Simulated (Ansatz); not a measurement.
# H5PSeSi: how energies converge with the basis set

An exercise on one series of results from a longer session: the logs are not shown, and one member is left open.

Computed with Ansatz 0.2.0, Gaussian basis. Level: one geometry, several basis sets.

Levels to be run: PBE0-D4/def2-SVP; ωB97M-V/def2-SVP; PBE0-D4/def2-QZVPP; ωB97M-V/def2-QZVPP; the functionals' def2-TZVPP values are taken from earlier runs.

## The geometry

All runs share one geometry, relaxed beforehand with PBE0-D4 in a triple-zeta def2 set.

SMILES `P[SiH2][SeH]`, 8 atoms, charge 0, spin multiplicity 1.

Atoms are counted from 1 here; the program's logs count them from 0.

Bond lengths: P1–Si2 2.247 Å, P1–H4 1.421 Å, P1–H5 1.421 Å, Si2–Se3 2.282 Å, Si2–H6 1.485 Å, Si2–H7 1.485 Å, Se3–H8 1.470 Å. Angles: Si2–P1–H4 93.5°, Si2–P1–H5 93.5°, H4–P1–H5 93.7°, P1–Si2–Se3 109.8°, P1–Si2–H6 108.5°, P1–Si2–H7 108.5°, Se3–Si2–H6 110.7°, Se3–Si2–H7 110.7°, H6–Si2–H7 108.6°, Si2–Se3–H8 93.9°.

Set-up of the first run:

Input file in.yaml:

```yaml
crystal:
  periodic: [false, false, false]
  atoms:
    - {symbol: P, position_ang: [-0.710643, 1.159703, -1.390381]}
    - {symbol: Si, position_ang: [0.664185, 0.105495, 0.040817]}
    - {symbol: Se, position_ang: [-0.522610, -1.391112, 1.289936]}
    - {symbol: H, position_ang: [-1.333496, -0.044310, -1.815551]}
    - {symbol: H, position_ang: [-1.688828, 1.422256, -0.394077]}
    - {symbol: H, position_ang: [1.308575, 1.122520, 0.910943]}
    - {symbol: H, position_ang: [1.720725, -0.585230, -0.742306]}
    - {symbol: H, position_ang: [0.654289, -1.846321, 2.044917]}
basis:
  gaussian: {orbitals: def2-SVP}
hamiltonian: {xc: pbe0, dispersion: d4}
output: {orbitals: {seedname: orbitals}}
```

The run is started by

```bash
> ansatz run in.yaml --threads 2 --pin off --events-out ev --progress --plain --max-ram 4352MiB
```

Among the steps run: PBE0-D4 in def2-SVP; ωB97M-V in def2-SVP; PBE0-D4 in def2-QZVPP; ωB97M-V in def2-QZVPP.

One table of the session follows, with a row left open; its other results are not shown here.

```
functional       basis  HOMO (eV)  LUMO (eV)
   PBE0-D4    def2-SVP      -7.02       0.00
   PBE0-D4  def2-TZVPP      -7.11      -0.33
   PBE0-D4  def2-QZVPP      -7.13      -0.45
   ωB97M-V    def2-SVP      -9.16       1.97
   ωB97M-V  def2-TZVPP      -9.27       1.45
   ωB97M-V  def2-QZVPP          ?          ?
```

Estimate the missing values for ωB97M-V, def2-QZVPP.

The run gave: HOMO (eV): -9.29; LUMO (eV): 1.17. In the column «HOMO (eV)» it is the lowest.
